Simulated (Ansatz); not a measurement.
# Ba (bcc type): the cost of one run

Method: DFT PBEsol, with the methods named in each step, in Ansatz 0.2.0.

### 1 The system as given

The structure is cubic, space group Im-3m (No. 229). Conventional cell: a = 4.877 Å, b = 4.877 Å, c = 4.877 Å, α = 90.00°, β = 90.00°, γ = 90.00°. Ba (site symmetry m-3m) is surrounded by 8 Ba at 4.22 Å.

As a file:

```
CELL_PARAMETERS angstrom
-2.43871 2.43871 2.43871
2.43871 -2.43871 2.43871
2.43871 2.43871 -2.43871
ATOMIC_POSITIONS crystal
Ba 0.00000 0.00000 0.00000
```

Whether this phase is the stable one at these pressures isn't tested.

### 2 The reference volume, LAPW

input.yaml

```yaml
crystal:
  lattice:
    - [-2.4387096779, 2.4387096779, 2.4387096779]
    - [2.4387096779, -2.4387096779, 2.4387096779]
    - [2.4387096779, 2.4387096779, -2.4387096779]
  atoms:
    - { symbol: Ba, position: [0.0, 0.0, 0.0] }
kpoints:
  mp_grid: { grid: [11, 11, 11] }
  band_path:
    path:
      - [0.0, 0.0, 0.0]
      - [0.5, -0.5, 0.5]
      - [0.0, 0.0, 0.5]
      - [0.0, 0.0, 0.0]
      - [0.25, 0.25, 0.25]
      - [0.5, -0.5, 0.5]
      - [0.25, 0.25, 0.25]
      - [0.0, 0.0, 0.5]
    npoints: 14
scf:
  occupations: { method: fermi_dirac, width: 0.08 }
hamiltonian:
  xc: pbesol
  pseudopotentials: { kind: all_electron, lapw: { basis_error: 0.001 } }
output:
  forces: true
  stress: true
  eigenvalues: true
  populations: true
  dos: { projected: true, de: 0.2, e_range: [-14, 8] }
```

On the command line:

```
ansatz run input.yaml --threads 1 --pin off --max-ram 2048MiB --backend cpu --events-out ev --progress --plain --runs-dir out
```

What time and memory should one allow on 1 thread of Arm Neoverse V1, shared host?

About 6.3 s, with a peak of 0.22 GiB.
